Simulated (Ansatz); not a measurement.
Here is an Ansatz 0.2.0 calculation.

The input input.yaml:

```yaml
crystal:
  lattice:
    - [6.839136, -3.066006, 0.0]
    - [6.839136, 3.066006, 0.0]
    - [-6.830977, 0.0, 6.847609]
  atoms:
    - { symbol: Te, position: [0.594702, 0.594702, 0.386433] }
    - { symbol: Te, position: [0.795288, 0.795288, 0.196112] }
    - { symbol: Te, position: [0.008324, 0.008324, 0.006435] }
    - { symbol: Te, position: [0.206519, 0.206519, 0.809803] }
    - { symbol: Te, position: [0.399959, 0.399959, 0.597118] }
    - { symbol: Sb, position: [0.901708, 0.901708, 0.587873] }
    - { symbol: Sb, position: [0.11187, 0.11187, 0.417352] }
    - { symbol: Ge, position: [0.284287, 0.284287, 0.18783] }
    - { symbol: Ge, position: [0.497343, 0.497343, 0.011044] }
hamiltonian:
  xc: r2scan
  pseudopotentials: { kind: paw }
kpoints:
  mp_grid: { grid: [4, 4, 3] }
  band_path:
    path:
      - [[-0.5, -0.5, 0.5], [0.0, 0.0, 0.0], [0.0, 0.0, -0.5]]
      - [[-0.5, -0.5, 0.0], [0.0, 0.0, 0.0], [0.5, 0.0, 0.0]]
      - [[0.0, -0.5, 0.5], [0.0, 0.0, 0.0], [0.5, 0.0, -0.5]]
      - [[0.0, -0.5, 0.0], [0.0, 0.0, 0.0]]
    npoints: 10
scf:
  occupations: { method: fermi_dirac, width: 0.05 }
  n_extra_bands: 22
output:
  forces: true
  stress: true
  eigenvalues: true
  fatbands: true
```

Potentials or basis: Ansatz PAW.

The run is started by

```sh
$ ansatz run input.yaml --threads 4 --pin off --max-ram 11264MiB --backend cpu --events-out ev --progress --plain --runs-dir out
```

Task: What does it give for the pressure?

Result: -1.0 GPa.

Task: Predict the largest force.

Result: 0.246 eV/Å.

Forces on the atoms (eV/Å):
```
Te   0.110  0.000 -0.017
Te   0.011  0.000  0.076
Te   0.077  0.000  0.037
Te   0.065  0.000 -0.067
Te  -0.016  0.000 -0.116
Sb   0.056  0.000 -0.125
Sb   0.062  0.000  0.116
Ge  -0.244  0.000 -0.036
Ge  -0.121  0.000  0.131
```

Caveat: spin-orbit coupling is left out, which moves the levels of the heavy elements; the PAW data sets come from PBE, with cores solved anew for the run's functional, which leaves a small shift of forces and pressure.
